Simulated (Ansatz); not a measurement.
# SbH2+ (triplet): wave-function methods side by side, def2-TZVPP

An exercise on one series of results from a longer session: the logs are not shown, and one member is left open.

Method: def2-TZVPP, core rule «outside noble gas», up to 9 orbitals frozen; program: Ansatz 0.2.0, Gaussian basis.

Plan: UHF; CCSD(T) on ROHF; CCSD(T) on UHF; BCCD(T) on ROHF; CCSDT(Q) on ROHF; CCSDT(Q) on UHF; CASSCF and MRCISD+Q, 6 electrons in 6 orbitals; CASSCF and MRCISD+Q(relaxed), 6 electrons in 6 orbitals; CASSCF and NEVPT2, 6 electrons in 6 orbitals.

14 further runs of the same task are left out: 5 that didn't finish, 9 set aside as unsound or not needed. Runs told in other sessions of the task aren't counted.

## The geometry

The geometry is a PBE0/def2-TZVP stationary point (not a proven minimum) of the parent state, kept for this charge and spin. No spin-orbit coupling is included. Elements past krypton take def2 core potentials.

3 atoms, charge 1, spin multiplicity 3.

Atoms are counted from 1 here; the program's logs count them from 0.

Bond lengths: Sb1–H2 1.709 Å, Sb1–H3 1.709 Å. Angles: H2–Sb1–H3 90.2°.

Coordinates:

| atom | x (Å) | y (Å) | z (Å) |
| --- | --- | --- | --- |
| Sb1 | 0.0000 | -0.0196 | 0.0000 |
| H2 | 0.0000 | 1.1863 | -1.2103 |
| H3 | 0.0000 | 1.1864 | 1.2102 |

The first run:

in.yaml reads:

```yaml
crystal:
  periodic: [false, false, false]
  atoms:
    - {symbol: Sb, position_ang: [0.000000, -0.019641, 0.000000]}
    - {symbol: H, position_ang: [0.000000, 1.186306, -1.210269]}
    - {symbol: H, position_ang: [0.000000, 1.186365, 1.210211]}
basis:
  gaussian: {orbitals: def2-TZVPP}
total_charge: 1
magnetization: {spin_polarized: true, initial_magnetization: 2}
hamiltonian: {xc: hf}
output: {orbitals: {seedname: orbitals}}
```

On the command line:

```sh
ansatz run in.yaml --threads 1 --pin off --events-out ev --progress --plain --max-ram 2393MiB
```

Steps of the session up to this table: UHF; CCSD(T) on ROHF; CCSD(T) on UHF; BCCD(T) on ROHF; CCSDT(Q) on ROHF; CCSDT(Q) on UHF; CASSCF and MRCISD+Q, 6 electrons in 6 orbitals; CASSCF and MRCISD+Q(relaxed), 6 electrons in 6 orbitals; CASSCF and NEVPT2, 6 electrons in 6 orbitals.

One of the session's tables, all rows but one given; the rest of the session is left out.

| method | from RCCSDT(Q) (meV) |
| --- | --- |
| ROHF | +3100.9 |
| UHF | +3005.8 |
| RMP2 | +700.1 |
| UMP2 | +680.9 |
| RCCSD | +109.6 |
| UCCSD | +84.9 |
| RCCSD(T) | +23.0 |
| UCCSD(T) | +0.3 |
| BCCD(T) | +22.8 |
| RCCSDT | +2.0 |
| UCCSDT | -20.8 |
| RCCSDT(Q) | 0 |
| UCCSDT(Q) | -22.9 |
| CASSCF valence | ? |
| NEVPT2 valence | +524.6 |
| MRCISD valence | +89.7 |
| MRCISD+Q valence | +9.6 |
| MRCISD+Q(relaxed) valence | -12.5 |

Estimate the missing values for CASSCF valence.

**Answer.** from RCCSDT(Q) (meV): +2000.4. In the column «from RCCSDT(Q) (meV)» it lies between RMP2 (+700.1) and UHF (+3005.8).

Caveats from the session: Restricted and unrestricted rows rest on different reference determinants; a gap between their highest levels can come from leftover correlation error, from unlike frozen cores or from another state.
